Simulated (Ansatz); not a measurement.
# AlH7OSiSn: one species, many methods

The task here is to estimate one member of a computed series from the others.

Computed with Ansatz 0.2.0, Gaussian basis. Level: functionals in def2-TZVPP, the program's frozen cores in correlated methods.

Levels to be run: LDA (SPW92), PBE-D4, revPBE-D4, BLYP-D4, r2SCAN-D4, B97M-V, PBE0-D4, B3LYP-D4, r2SCANh-D4, r2SCAN0-D4, HSE06-D4, BHLYP-D4, CAM-B3LYP-D4, LC-ωPBE, ωB97X-V, ωB97M-V, B2PLYP, PBE-QIDH; CCSD(T)/def2-SVP; CCSD(T)/def2-TZVPP; MP2/def2-QZVPP; extrapolation to the limit; RPA on PBE.

1 further run of the same task is left out (for a known fault of the program). Runs told in other sessions of the task aren't counted.

## The geometry

The geometry comes from an earlier relaxation with PBE0-D4 in a triple-zeta def2 set; it is a stationary point, not always the lowest conformer. Sn takes the def2 core potential; no spin-orbit term is included.

11 atoms, charge 0, spin multiplicity 1.

Atoms are counted from 1 here; the program's logs count them from 0.

Bond lengths: O1–Si2 1.660 Å, O1–H5 0.959 Å, Si2–Al3 2.466 Å, Si2–H6 1.497 Å, Si2–H7 1.488 Å, Al3–Sn4 2.667 Å, Al3–H8 1.590 Å, Sn4–H9 1.720 Å, Sn4–H10 1.712 Å, Sn4–H11 1.711 Å. Angles: Si2–O1–H5 117.2°, O1–Si2–Al3 110.1°, O1–Si2–H6 111.0°, O1–Si2–H7 105.4°, Al3–Si2–H6 109.9°, Al3–Si2–H7 113.7°, H6–Si2–H7 106.6°, Si2–Al3–Sn4 114.1°, Si2–Al3–H8 125.2°, Sn4–Al3–H8 120.7°, Al3–Sn4–H9 109.9°, Al3–Sn4–H10 113.7°, Al3–Sn4–H11 114.5°, H9–Sn4–H10 105.6°, H9–Sn4–H11 105.8°, H10–Sn4–H11 106.6°.

Set-up of the first run:

The input, in.yaml:

```yaml
crystal:
  periodic: [false, false, false]
  atoms:
    - {symbol: O, position_ang: [-0.255902, 2.337981, -0.064829]}
    - {symbol: Si, position_ang: [0.827000, 1.634423, 0.978116]}
    - {symbol: Al, position_ang: [1.035826, -0.772817, 0.485222]}
    - {symbol: Sn, position_ang: [-0.924731, -1.745328, -1.038524]}
    - {symbol: H, position_ang: [-1.031561, 1.826990, -0.301992]}
    - {symbol: H, position_ang: [0.405416, 1.829187, 2.401692]}
    - {symbol: H, position_ang: [2.095028, 2.393186, 0.803159]}
    - {symbol: H, position_ang: [2.198578, -1.718573, 1.015048]}
    - {symbol: H, position_ang: [-2.126491, -0.539021, -1.284840]}
    - {symbol: H, position_ang: [-0.412651, -2.213228, -2.603323]}
    - {symbol: H, position_ang: [-1.745213, -3.089802, -0.369029]}
basis:
  gaussian: {orbitals: def2-TZVPP}
hamiltonian: {xc: lda}
output: {orbitals: {seedname: orbitals}}
```

On the command line:

```sh
ansatz run in.yaml --threads 4 --pin off --events-out ev --progress --plain --max-ram 10444MiB
```

Among the steps run: LDA; PBE-D4 (GGA); revPBE-D4 (GGA); BLYP-D4 (GGA); r2SCAN-D4 (meta-GGA); B97M-V (meta-GGA); B3LYP-D4 (hybrid); r2SCANh-D4 (hybrid); r2SCAN0-D4 (hybrid); HSE06-D4 (hybrid); BHLYP-D4 (hybrid); CAM-B3LYP-D4 (range-separated); LC-ωPBE (range-separated); ωB97X-V (range-separated); ωB97M-V (range-separated); B2PLYP (double hybrid); PBE-QIDH (double hybrid).

One table of the session follows, with a row left open; its other results are not shown here.

It belongs to the step «Frontier levels by functional». 

| functional | HOMO (eV) | LUMO (eV) | gap (eV) |
| --- | --- | --- | --- |
| LDA (SPW92) | -6.10 | -3.47 | 2.62 |
| PBE-D4 | -6.00 | -3.29 | 2.71 |
| revPBE-D4 | -5.95 | -3.20 | 2.76 |
| BLYP-D4 | -5.86 | -3.15 | 2.72 |
| r2SCAN-D4 | -6.22 | -3.11 | 3.11 |
| B97M-V | -6.28 | -3.28 | 3.00 |
| PBE0-D4 | -7.00 | -2.57 | 4.42 |
| B3LYP-D4 | -6.82 | -2.74 | 4.08 |
| r2SCANh-D4 | -6.59 | -2.86 | 3.73 |
| r2SCAN0-D4 | ? | ? | ? |
| HSE06-D4 | -6.61 | -2.94 | 3.67 |
| BHLYP-D4 | -7.88 | -1.79 | 6.10 |
| CAM-B3LYP-D4 | -8.18 | -1.60 | 6.58 |
| LC-ωPBE | -9.41 | -0.58 | 8.83 |
| ωB97X-V | -9.12 | -0.69 | 8.43 |
| ωB97M-V | -8.89 | -0.94 | 7.96 |

**Question.** Estimate the row for r2SCAN0-D4.

Worked estimate for «HOMO (eV)». Against the share of exact exchange, r2SCAN-D4 (0, -6.22), r2SCANh-D4 (0.1, -6.59) give a slope of -3.70 per unit share; at 0.25 the line stands at -7.14.

As computed: HOMO (eV): -7.14; LUMO (eV): -2.49; gap (eV): 4.65. In «HOMO (eV)» the line misses by 0.00.
